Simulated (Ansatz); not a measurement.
What does this script print? It uses the Python package of Ansatz (0.2.0).

Script `run_bde.py`:
```python
"""Cost of removing each kind of hydrogen from B2H4OSi, fragments frozen."""

import ansatz as az
from ase import Atoms


def single_point(molecule, charge=0, unpaired=0):
    calc = molecule.calculation().basis(gaussian="6-31G*").functional("pbe0", dispersion="d4")
    if charge:
        calc = calc.charge(charge)
    if unpaired:
        calc = calc.spin("collinear", total=unpaired)
    report = calc.run(threads=1, backend="cpu").report
    if report["published_state_doubts"]:
        print("  doubts:", report["published_state_doubts"])
    return report["free_energy_ev"]

def without(molecule, index):
    rest = az.Crystal.molecule()
    for i, site in enumerate(molecule.cartesian_sites):
        if i != index:
            rest = rest.atom(site.symbol, site.position_ang)
    return rest

atoms = Atoms(["B", "Si", "B", "O", "H", "H", "H", "H"], positions=[
    [-0.4808, 1.3879, -0.3592],
    [0.7611, 0.0031, -0.1465],
    [0.0066, -1.7884, 0.3132],
    [0.5345, -0.7655, 1.2978],
    [-1.1828, 1.4289, -1.3709],
    [-1.0123, 1.9179, 0.598],
    [2.2364, 0.238, -0.2888],
    [-0.7705, -2.4791, -0.0994],
])
system = az.Crystal.molecule_from_ase(atoms)

whole = single_point(system, 0)
hydrogen = single_point(az.Crystal.molecule().atom("H", (0, 0, 0)), 0, 1)
print(f"E(molecule) = {whole:.5f} eV, E(H) = {hydrogen:.5f} eV")
for index in [5, 6, 7]:
    radical = single_point(without(system, index), 0, 1)
    print(f"H{index}: homolysis {23.060548 * (radical + hydrogen - whole):.1f} kcal/mol")
```

```console
$ python run_bde.py
E(molecule) = -11331.87551 eV, E(H) = -13.58146 eV
H5: homolysis 101.2 kcal/mol
H6: homolysis 81.5 kcal/mol
H7: homolysis 85.2 kcal/mol
```

What to keep in mind:
- Total energies depend on the basis set; only differences at equal settings carry meaning.
- The geometry is a force-field or estimated start, not a minimum of this method, and the basis set is short of its limit. All parts are taken at fixed geometry, without zero-point energy.
- Timing: 27 s on 1 thread of Intel(R) Xeon(R) Platinum 8259CL CPU @ 2.50GHz (Skylake/Cascade Lake), with other jobs on the host, peak memory 0.24 GiB.
